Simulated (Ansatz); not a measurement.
Relaxation of a periodic cell of 17 atoms, Si16O (host Si, host structure diamond, interstitial O), to a largest force component of 0.08 eV/Å in at most 25 steps.

The calculation used DFT PBE, scalar-relativistic, plane waves, PAW (Ansatz). Settings: PAW set soft_1, cutoff 420 eV, k mesh 2x2x2, fermi-dirac smearing 0.05 eV, spin collinear.

```xyz
17
Lattice="0.0000 5.4300 5.4300 5.4300 0.0000 5.4300 5.4300 5.4300 0.0000" Properties=species:S:1:pos:R:3
Si 0.000 0.000 0.000
Si 1.357 1.357 1.357
Si 2.715 2.715 0.000
Si 4.072 4.072 1.357
Si 2.715 0.000 2.715
Si 4.072 1.357 4.072
Si 5.430 2.715 2.715
Si 6.787 4.072 4.072
Si 0.000 2.715 2.715
Si 1.357 4.072 4.072
Si 2.715 5.430 2.715
Si 4.072 6.787 4.072
Si 2.715 2.715 5.430
Si 4.072 4.072 6.787
Si 5.430 5.430 5.430
Si 6.787 6.787 6.787
O 4.102 4.095 4.034
```

Q: Where does it end, and by what steps?

A: The forces met the threshold. The threshold is loose, so the end isn't yet a minimum. Limits of this set-up: coarse k mesh. After 8 steps the energy has fallen by 1.241 eV; O17 moved furthest, 0.82 Å. Joined: Si7–O17 (2.33 → 1.92 Å), Si11–O17 (2.33 → 1.92 Å), Si15–O17 (2.34 → 1.93 Å).

```csv
step,energy less start (eV),largest force component (eV/Å),accepted
0,0.0000,0.386,yes
1,-0.0762,0.297,yes
2,-0.4907,0.936,yes
3,-0.9222,0.474,yes
4,-1.1394,0.328,yes
5,-1.1929,0.181,yes
6,-1.2292,0.207,yes
7,-1.2341,0.098,yes
8,-1.2414,0.071,yes
```

```xyz
17
Lattice="0.0000 5.4300 5.4300 5.4300 0.0000 5.4300 5.4300 5.4300 0.0000" Properties=species:S:1:pos:R:3
Si -0.034 -0.034 -0.064
Si 1.205 1.204 1.509
Si 2.554 2.554 0.156
Si 3.993 3.990 1.152
Si 2.779 -0.033 2.747
Si 4.054 1.403 4.091
Si 5.297 2.945 2.848
Si 6.989 3.995 4.151
Si -0.033 2.777 2.748
Si 1.403 4.054 4.091
Si 2.946 5.295 2.846
Si 3.993 6.989 4.150
Si 2.621 2.621 5.525
Si 4.056 4.055 6.741
Si 5.299 5.300 5.201
Si 6.704 6.703 6.874
O 4.576 4.577 3.566
```

Whether the end is a true minimum wasn't checked by a vibrational analysis.

Time of the run: 3.3 min on 1 thread of Arm Neoverse V2 (shared host), peak memory 0.67 GiB.
